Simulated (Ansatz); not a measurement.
## Tl₃Zn, space group Pm-3m: a convergence test of the k-point mesh

Program: Ansatz 0.2.0, Python API.

Input file `POSCAR`:
```text
Tl3Zn
1.0
   4.80098900    0.00000000    0.00000000
   0.00000000    4.80098900    0.00000000
   0.00000000    0.00000000    4.80098900
Zn Tl
1 3
Direct
   0.00000000    0.00000000    0.00000000
   0.50000000    0.00000000    0.50000000
   0.50000000    0.50000000    0.00000000
   0.00000000    0.50000000    0.50000000
```

Script `tl3zn.py`:
```python
"""k-point test for Tl3Zn."""

import warnings

import ansatz as az
from ase.io import read
from tabulate import tabulate


def main() -> None:
    warnings.simplefilter("ignore", az.DeckWarning)

    atoms = read("POSCAR", format="vasp")
    xtal = az.Crystal.from_ase(atoms)

    job = (
        xtal.calculation()
        .occupations("Marzari-Vanderbilt", width=0.05)
        .pseudopotentials("paw")
        .functional(az.Functional.PBESOL)
    )

    rows = []
    for value in [(2, 2, 2), (3, 3, 3), (4, 4, 4), (5, 5, 5), (6, 6, 6)]:
        rep = job.kpoints(*value).run().report
        rows.append((value, rep["free_energy_ev"] / len(rep["lattice"]["sites"]), rep["n_iterations"], rep["n_kpoints"]))

    print(tabulate(rows, headers=["mesh", "F/atom (eV)", "iterations", "k-points"], floatfmt=".4f", tablefmt="github"))

    # differences from the last row
    for row in rows[:-1]:
        shift = 1000 * (row[1] - rows[-1][1])
        print(f"{row[0]}: {shift:+.2f} meV/atom" + ("  (within 1 meV)" if abs(shift) < 1 else ""))


if __name__ == "__main__":
    main()
```

```console
$ python tl3zn.py
| mesh      |   F/atom (eV) |   iterations |   k-points |
|-----------|---------------|--------------|------------|
| (2, 2, 2) |    -9291.6870 |            7 |          4 |
| (3, 3, 3) |    -9291.8630 |            7 |          4 |
| (4, 4, 4) |    -9291.8316 |            7 |         10 |
| (5, 5, 5) |    -9291.8213 |            7 |         10 |
| (6, 6, 6) |    -9291.8121 |            7 |         20 |
(2, 2, 2): +125.18 meV/atom
(3, 3, 3): -50.81 meV/atom
(4, 4, 4): -19.49 meV/atom
(5, 5, 5): -9.11 meV/atom
```

Caveats:
- Spin-orbit coupling, which matters for elements this heavy, is left out.
- This cell is a computed structure, which may not be the phase found in nature.
- Shifts are counted from the finest mesh, which is itself no proven limit.
- Hardware and time: 9.2 s on 1 thread of Intel(R) Xeon(R) Processor @ 2.30GHz (shared host), peak memory 0.62 GiB.
